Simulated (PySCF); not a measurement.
# A gas-phase reaction: BrH3Si + H2S → H4SSi + BrH

Wanted: the reaction energy for `[SiH3]Br` + `S` → `[SiH3]S` + `Br`.

Computed with PySCF 2.14.0; each step states its level. No surroundings beyond the atoms listed, unless a continuum is named. Atoms count from 0, parts from 1.

## 1. The system as given

Each species was relaxed by itself at PBE0-D3(BJ)/def2-SVPD.

## 2. Energies of the species: wB97M-D3(BJ)/def2-TZVPD

The job: settings as JSON, then the geometry in Å.

```
{"job": {"kind": "react", "xc": "wB97M-D3(BJ)", "basis": "def2-TZVPD"}, "charge": 0, "multiplicity": 1}
-1 BrH3Si charge 0 multiplicity 1
Si    -0.164780     0.033490     0.000920
Br     2.069330     0.082960    -0.011950
H     -0.659940     1.404810    -0.292690
H     -0.612560    -0.924180    -1.045140
H     -0.610110    -0.410830     1.348550

-1 H2S charge 0 multiplicity 1
S     -0.004090     0.615400     0.006270
H     -0.982500    -0.314630    -0.006910
H      0.967260    -0.322030    -0.004870

+1 H4SSi charge 0 multiplicity 1
Si    -0.525690    -0.022560    -0.046290
S      1.521110    -0.658560    -0.290320
H     -0.934010    -0.057260     1.387500
H     -1.322890    -1.005160    -0.830980
H     -0.731370     1.352930    -0.584260
H      2.047360     0.327990     0.469960

+1 BrH charge 0 multiplicity 1
Br     0.715100     0.005460     0.005330
H     -0.708590    -0.002210    -0.005630
```

Level: wB97M-D3(BJ)/def2-TZVPD reaction energy of separated species, gas phase.

Run with:

```bash
OMP_NUM_THREADS=1 python cluster_run.py task.json out
```

The driver reads the jobs from task.json and runs them one after another.

Standard output:

```text
species 1 (BrH3Si)
coarse grid: 21160 points
cycle   1  E = -2865.5138394621  dE = -1.167e+00  |g| = 3.143e-01  |ddm| = 1.692e+00
cycle   2  E = -2865.5293842464  dE = -1.554e-02  |g| = 1.800e-01  |ddm| = 4.246e-01
cycle   3  E = -2865.5361131224  dE = -6.729e-03  |g| = 2.198e-02  |ddm| = 1.708e-01
cycle   4  E = -2865.5362135721  dE = -1.004e-04  |g| = 7.977e-03  |ddm| = 2.197e-02
cycle   5  E = -2865.5362298433  dE = -1.627e-05  |g| = 1.728e-03  |ddm| = 1.081e-02
cycle   6  E = -2865.5362308521  dE = -1.009e-06  |g| = 4.341e-04  |ddm| = 3.159e-03
final grid: 41120 points
cycle   7  E = -2865.5362170376  dE = -6.783e-08  |g| = 3.675e-04  |ddm| = 1.241e-03
cycle   8  E = -2865.5362170488  dE = -1.117e-08  |g| = 2.903e-04  |ddm| = 4.436e-04
cycle   9  E = -2865.5362170556  dE = -6.884e-09  |g| = 1.940e-05  |ddm| = 1.498e-04
cycle  10  E = -2865.5362170560  dE = -3.752e-10  |g| = 7.403e-06  |ddm| = 5.897e-05
converged SCF energy = -2865.5362170560

species 2 (H2S)
coarse grid: 11264 points
cycle   1  E = -399.4336015690  dE = -1.424e-01  |g| = 1.945e-01  |ddm| = 1.016e+00
cycle   2  E = -399.4459455459  dE = -1.234e-02  |g| = 1.106e-01  |ddm| = 2.399e-01
cycle   3  E = -399.4491448218  dE = -3.199e-03  |g| = 1.578e-02  |ddm| = 9.278e-02
cycle   4  E = -399.4492191630  dE = -7.434e-05  |g| = 4.851e-03  |ddm| = 1.790e-02
cycle   5  E = -399.4492313999  dE = -1.224e-05  |g| = 9.336e-04  |ddm| = 7.536e-03
cycle   6  E = -399.4492321311  dE = -7.312e-07  |g| = 1.776e-04  |ddm| = 2.124e-03
final grid: 22496 points
cycle   7  E = -399.4492197787  dE = -2.324e-08  |g| = 1.134e-04  |ddm| = 6.070e-04
cycle   8  E = -399.4492197817  dE = -2.974e-09  |g| = 6.804e-05  |ddm| = 1.499e-04
cycle   9  E = -399.4492197825  dE = -7.685e-10  |g| = 8.737e-06  |ddm| = 5.991e-05
converged SCF energy = -399.4492197825

species 3 (H4SSi)
coarse grid: 22616 points
cycle   1  E = -690.1873597494  dE = -1.716e-01  |g| = 2.535e-01  |ddm| = 1.718e+00
cycle   2  E = -690.2033151901  dE = -1.596e-02  |g| = 1.667e-01  |ddm| = 3.839e-01
cycle   3  E = -690.2102744215  dE = -6.959e-03  |g| = 2.003e-02  |ddm| = 1.601e-01
cycle   4  E = -690.2104057517  dE = -1.313e-04  |g| = 5.827e-03  |ddm| = 2.790e-02
cycle   5  E = -690.2104237627  dE = -1.801e-05  |g| = 1.302e-03  |ddm| = 1.054e-02
cycle   6  E = -690.2104248681  dE = -1.105e-06  |g| = 3.508e-04  |ddm| = 2.830e-03
final grid: 45160 points
cycle   7  E = -690.2104211373  dE = -8.924e-08  |g| = 2.267e-04  |ddm| = 1.521e-03
cycle   8  E = -690.2104211514  dE = -1.416e-08  |g| = 1.498e-04  |ddm| = 4.147e-04
cycle   9  E = -690.2104211560  dE = -4.600e-09  |g| = 2.151e-05  |ddm| = 1.441e-04
cycle  10  E = -690.2104211566  dE = -5.505e-10  |g| = 6.463e-06  |ddm| = 6.224e-05
converged SCF energy = -690.2104211566

species 4 (BrH)
coarse grid: 9808 points
cycle   1  E = -2574.7444816449  dE = -1.115e+00  |g| = 2.814e-01  |ddm| = 9.887e-01
cycle   2  E = -2574.7574487789  dE = -1.297e-02  |g| = 1.487e-01  |ddm| = 2.655e-01
cycle   3  E = -2574.7608845997  dE = -3.436e-03  |g| = 8.657e-03  |ddm| = 8.708e-02
cycle   4  E = -2574.7609219647  dE = -3.737e-05  |g| = 2.523e-03  |ddm| = 1.268e-02
cycle   5  E = -2574.7609263952  dE = -4.430e-06  |g| = 6.497e-04  |ddm| = 4.934e-03
final grid: 18448 points
cycle   6  E = -2574.7609110768  dE = -1.922e-07  |g| = 3.883e-04  |ddm| = 9.238e-04
cycle   7  E = -2574.7609111044  dE = -2.763e-08  |g| = 2.729e-04  |ddm| = 3.936e-04
cycle   8  E = -2574.7609111115  dE = -7.076e-09  |g| = 3.378e-05  |ddm| = 1.359e-04
cycle   9  E = -2574.7609111125  dE = -1.023e-09  |g| = 1.120e-05  |ddm| = 6.292e-05
cycle  10  E = -2574.7609111126  dE = -5.866e-11  |g| = 1.703e-06  |ddm| = 1.292e-05
converged SCF energy = -2574.7609111126

Reaction energy = 8.608 kcal/mol
```

It took 8.5 s on 1 thread of Arm Neoverse V1, shared host; peak memory 0.48 GiB.

Species by species (with the dispersion term, which the log's SCF energies lack):

```
 ν   species  energy (Eh)  HOMO (eV)
-1  [SiH3]Br  -2865.54012     -10.76
-1         S   -399.45056      -9.89
+1   [SiH3]S   -690.21548      -9.79
+1        Br  -2574.76148     -11.15
```

## 3. Energies of the species: PBE0-D3(BJ)/def2-TZVPD

Same as in step 2 but for these lines:

```diff
@@ -1,2 +1,2 @@
-{"job": {"kind": "react", "xc": "wB97M-D3(BJ)", "basis": "def2-TZVPD"}, "charge": 0, "multiplicity": 1}
+{"job": {"kind": "react", "xc": "PBE0", "basis": "def2-TZVPD", "disp": "d3bj"}, "charge": 0, "multiplicity": 1}
 -1 BrH3Si charge 0 multiplicity 1
```

Level: PBE0-D3(BJ)/def2-TZVPD reaction energy of separated species, gas phase.

Standard output:

```text
species 1 (BrH3Si)
coarse grid: 21160 points
cycle   1  E = -2865.0625414569  dE = -1.143e+00  |g| = 2.879e-01  |ddm| = 1.658e+00
cycle   2  E = -2865.0658125780  dE = -3.271e-03  |g| = 1.841e-01  |ddm| = 3.485e-01
cycle   3  E = -2865.0716305176  dE = -5.818e-03  |g| = 4.828e-02  |ddm| = 1.773e-01
cycle   4  E = -2865.0722376740  dE = -6.072e-04  |g| = 5.259e-03  |ddm| = 4.044e-02
cycle   5  E = -2865.0722417038  dE = -4.030e-06  |g| = 1.748e-03  |ddm| = 5.892e-03
final grid: 41120 points
cycle   6  E = -2865.0722534990  dE = -1.288e-07  |g| = 1.842e-03  |ddm| = 3.140e-03
cycle   7  E = -2865.0722535359  dE = -3.692e-08  |g| = 1.906e-03  |ddm| = 2.620e-03
cycle   8  E = -2865.0722539832  dE = -4.473e-07  |g| = 8.532e-05  |ddm| = 1.238e-03
cycle   9  E = -2865.0722539853  dE = -2.040e-09  |g| = 1.934e-05  |ddm| = 8.044e-05
cycle  10  E = -2865.0722539854  dE = -1.082e-10  |g| = 8.405e-07  |ddm| = 1.978e-05
converged SCF energy = -2865.0722539854

species 2 (H2S)
coarse grid: 2864 points
cycle   1  E = -399.2518635571  dE = -9.250e-02  |g| = 1.630e-01  |ddm| = 1.023e+00
cycle   2  E = -399.2538578698  dE = -1.994e-03  |g| = 1.600e-01  |ddm| = 2.978e-01
cycle   3  E = -399.2614719168  dE = -7.614e-03  |g| = 1.497e-02  |ddm| = 1.477e-01
cycle   4  E = -399.2614865286  dE = -1.461e-05  |g| = 1.103e-03  |ddm| = 5.881e-03
cycle   5  E = -399.2614869090  dE = -3.804e-07  |g| = 6.136e-04  |ddm| = 1.717e-03
final grid: 22496 points
cycle   6  E = -399.2625176156  dE = -7.085e-06  |g| = 4.896e-03  |ddm| = 1.692e-02
cycle   7  E = -399.2625182482  dE = -6.327e-07  |g| = 3.960e-03  |ddm| = 6.698e-03
cycle   8  E = -399.2625211802  dE = -2.932e-06  |g| = 2.911e-04  |ddm| = 3.504e-03
cycle   9  E = -399.2625212079  dE = -2.777e-08  |g| = 3.582e-05  |ddm| = 2.357e-04
cycle  10  E = -399.2625212083  dE = -3.623e-10  |g| = 6.382e-06  |ddm| = 2.919e-05
converged SCF energy = -399.2625212083

species 3 (H4SSi)
coarse grid: 5728 points
cycle   1  E = -689.8493090563  dE = -1.328e-01  |g| = 2.061e-01  |ddm| = 1.655e+00
cycle   2  E = -689.8491758082  dE =  1.332e-04  |g| = 2.074e-01  |ddm| = 3.943e-01
cycle   3  E = -689.8613813388  dE = -1.221e-02  |g| = 2.622e-02  |ddm| = 2.081e-01
cycle   4  E = -689.8615067168  dE = -1.254e-04  |g| = 3.953e-03  |ddm| = 1.920e-02
cycle   5  E = -689.8615099712  dE = -3.254e-06  |g| = 2.286e-03  |ddm| = 5.617e-03
final grid: 45160 points
cycle   6  E = -689.8622857444  dE = -9.247e-06  |g| = 5.207e-03  |ddm| = 2.208e-02
cycle   7  E = -689.8622858315  dE = -8.716e-08  |g| = 4.570e-03  |ddm| = 8.028e-03
cycle   8  E = -689.8622905935  dE = -4.762e-06  |g| = 3.783e-04  |ddm| = 4.255e-03
cycle   9  E = -689.8622906412  dE = -4.769e-08  |g| = 6.937e-05  |ddm| = 3.286e-04
cycle  10  E = -689.8622906426  dE = -1.421e-09  |g| = 1.488e-05  |ddm| = 6.291e-05
cycle  11  E = -689.8622906427  dE = -6.389e-11  |g| = 4.934e-06  |ddm| = 1.557e-05
converged SCF energy = -689.8622906427

species 4 (BrH)
coarse grid: 9808 points
cycle   1  E = -2574.4494534664  dE = -1.081e+00  |g| = 2.724e-01  |ddm| = 1.042e+00
cycle   2  E = -2574.4540917357  dE = -4.638e-03  |g| = 1.699e-01  |ddm| = 2.601e-01
cycle   3  E = -2574.4588661794  dE = -4.774e-03  |g| = 3.007e-02  |ddm| = 1.194e-01
cycle   4  E = -2574.4590976700  dE = -2.315e-04  |g| = 4.156e-03  |ddm| = 2.212e-02
cycle   5  E = -2574.4591016725  dE = -4.003e-06  |g| = 1.311e-03  |ddm| = 4.270e-03
final grid: 18448 points
cycle   6  E = -2574.4591027910  dE = -7.034e-08  |g| = 1.375e-03  |ddm| = 2.024e-03
cycle   7  E = -2574.4591028054  dE = -1.433e-08  |g| = 1.399e-03  |ddm| = 1.791e-03
cycle   8  E = -2574.4591030263  dE = -2.209e-07  |g| = 5.149e-05  |ddm| = 8.398e-04
cycle   9  E = -2574.4591030270  dE = -6.867e-10  |g| = 1.026e-05  |ddm| = 4.413e-05
converged SCF energy = -2574.4591030270

Reaction energy = 8.253 kcal/mol
```

Wall time 4.6 s (1 thread of Arm Neoverse V1, shared host); peak memory 0.47 GiB.

Reaction energy at this level: 8.25 kcal/mol.

## 4. Reaction energy: MP2/def2-TZVPD

Same as in step 3 but for these lines:

```diff
@@ -1,2 +1,2 @@
-{"job": {"kind": "react", "xc": "PBE0", "basis": "def2-TZVPD", "disp": "d3bj"}, "charge": 0, "multiplicity": 1}
+{"job": {"kind": "react", "xc": "MP2", "basis": "def2-TZVPD"}, "charge": 0, "multiplicity": 1}
 -1 BrH3Si charge 0 multiplicity 1
```

Method: MP2/def2-TZVPD reaction energy of separated species, gas phase.

Standard output:

```text
species 1 (BrH3Si)
final grid: 41120 points
cycle   1  E = -2863.1157898357  dE = -1.220e+00  |g| = 2.926e-01  |ddm| = 1.622e+00
cycle   2  E = -2863.1451186603  dE = -2.933e-02  |g| = 1.114e-01  |ddm| = 3.428e-01
cycle   3  E = -2863.1488508077  dE = -3.732e-03  |g| = 2.971e-02  |ddm| = 1.325e-01
cycle   4  E = -2863.1492330608  dE = -3.823e-04  |g| = 8.605e-03  |ddm| = 3.496e-02
cycle   5  E = -2863.1492539754  dE = -2.091e-05  |g| = 1.854e-03  |ddm| = 9.601e-03
cycle   6  E = -2863.1492559882  dE = -2.013e-06  |g| = 5.051e-04  |ddm| = 4.093e-03
cycle   7  E = -2863.1492561598  dE = -1.716e-07  |g| = 1.452e-04  |ddm| = 8.768e-04
cycle   8  E = -2863.1492561768  dE = -1.698e-08  |g| = 3.292e-05  |ddm| = 2.769e-04
cycle   9  E = -2863.1492561778  dE = -9.973e-10  |g| = 8.026e-06  |ddm| = 9.613e-05
converged SCF energy = -2863.1492561778

species 2 (H2S)
final grid: 22496 points
cycle   1  E = -398.6881063681  dE = -1.695e-01  |g| = 2.014e-01  |ddm| = 9.977e-01
cycle   2  E = -398.7050964168  dE = -1.699e-02  |g| = 7.023e-02  |ddm| = 1.849e-01
cycle   3  E = -398.7068539636  dE = -1.758e-03  |g| = 2.154e-02  |ddm| = 5.634e-02
cycle   4  E = -398.7071967658  dE = -3.428e-04  |g| = 6.311e-03  |ddm| = 2.471e-02
cycle   5  E = -398.7072261793  dE = -2.941e-05  |g| = 1.395e-03  |ddm| = 9.170e-03
cycle   6  E = -398.7072276608  dE = -1.482e-06  |g| = 3.129e-04  |ddm| = 2.398e-03
cycle   7  E = -398.7072277465  dE = -8.569e-08  |g| = 5.003e-05  |ddm| = 6.832e-04
cycle   8  E = -398.7072277488  dE = -2.253e-09  |g| = 1.186e-05  |ddm| = 9.128e-05
cycle   9  E = -398.7072277489  dE = -1.252e-10  |g| = 1.950e-06  |ddm| = 2.073e-05
converged SCF energy = -398.7072277489

species 3 (H4SSi)
final grid: 45160 points
cycle   1  E = -688.8015672559  dE = -2.207e-01  |g| = 2.796e-01  |ddm| = 1.659e+00
cycle   2  E = -688.8334486556  dE = -3.188e-02  |g| = 1.046e-01  |ddm| = 3.039e-01
cycle   3  E = -688.8372091836  dE = -3.761e-03  |g| = 3.174e-02  |ddm| = 1.216e-01
cycle   4  E = -688.8377994102  dE = -5.902e-04  |g| = 7.147e-03  |ddm| = 4.177e-02
cycle   5  E = -688.8378352741  dE = -3.586e-05  |g| = 2.020e-03  |ddm| = 1.201e-02
cycle   6  E = -688.8378390031  dE = -3.729e-06  |g| = 5.477e-04  |ddm| = 4.133e-03
cycle   7  E = -688.8378392659  dE = -2.628e-07  |g| = 8.878e-05  |ddm| = 1.176e-03
cycle   8  E = -688.8378392725  dE = -6.585e-09  |g| = 2.289e-05  |ddm| = 2.489e-04
cycle   9  E = -688.8378392729  dE = -3.988e-10  |g| = 5.454e-06  |ddm| = 5.520e-05
converged SCF energy = -688.8378392729

species 4 (BrH)
final grid: 18448 points
cycle   1  E = -2572.9852621590  dE = -1.144e+00  |g| = 2.202e-01  |ddm| = 9.639e-01
cycle   2  E = -2572.9999185736  dE = -1.466e-02  |g| = 7.760e-02  |ddm| = 2.157e-01
cycle   3  E = -2573.0014423535  dE = -1.524e-03  |g| = 1.588e-02  |ddm| = 5.815e-02
cycle   4  E = -2573.0016142537  dE = -1.719e-04  |g| = 5.005e-03  |ddm| = 1.886e-02
cycle   5  E = -2573.0016333796  dE = -1.913e-05  |g| = 1.691e-03  |ddm| = 6.805e-03
cycle   6  E = -2573.0016347827  dE = -1.403e-06  |g| = 3.418e-04  |ddm| = 2.059e-03
cycle   7  E = -2573.0016348563  dE = -7.363e-08  |g| = 5.979e-05  |ddm| = 6.414e-04
cycle   8  E = -2573.0016348577  dE = -1.435e-09  |g| = 8.468e-06  |ddm| = 8.660e-05
cycle   9  E = -2573.0016348578  dE = -3.911e-11  |g| = 1.310e-06  |ddm| = 1.889e-05
converged SCF energy = -2573.0016348578

Reaction energy = 9.207 kcal/mol
```

Run time: 2.3 s. Hardware: 1 thread of Arm Neoverse V1, shared host; peak memory 0.5 GiB.

Reaction energy at this level: 9.21 kcal/mol.

## 5. Side by side

Energies in kcal/mol, with wall time:

```csv
run,reaction,time
wB97M-D3(BJ)/def2-TZVPD,8.61,8.5 s
PBE0-D3(BJ)/def2-TZVPD,8.25,4.6 s
MP2/def2-TZVPD,9.21,2.3 s
```

## 6. Summary of results

```
                                                quantity                  value
               reaction energy (wB97M-D3(BJ)/def2-TZVPD)          8.61 kcal/mol
                     ΔH, ΔG at 298 K (xTB thermal terms)    +8.0, +7.7 kcal/mol
range of the reaction energy over the runs of this table  8.25 to 9.21 kcal/mol
```

In words: The reaction is endothermic by 8.0 kcal/mol in the gas phase; dispersion gives -0.24, and xTB itself gave 13.76 for the electronic energy (xTB energies and thermal terms come from the earlier relaxation of each species, not shown). No barrier was sought. The reaction energy runs from 8.25 (PBE0-D3(BJ)/def2-TZVPD) to 9.21 kcal/mol (MP2/def2-TZVPD).
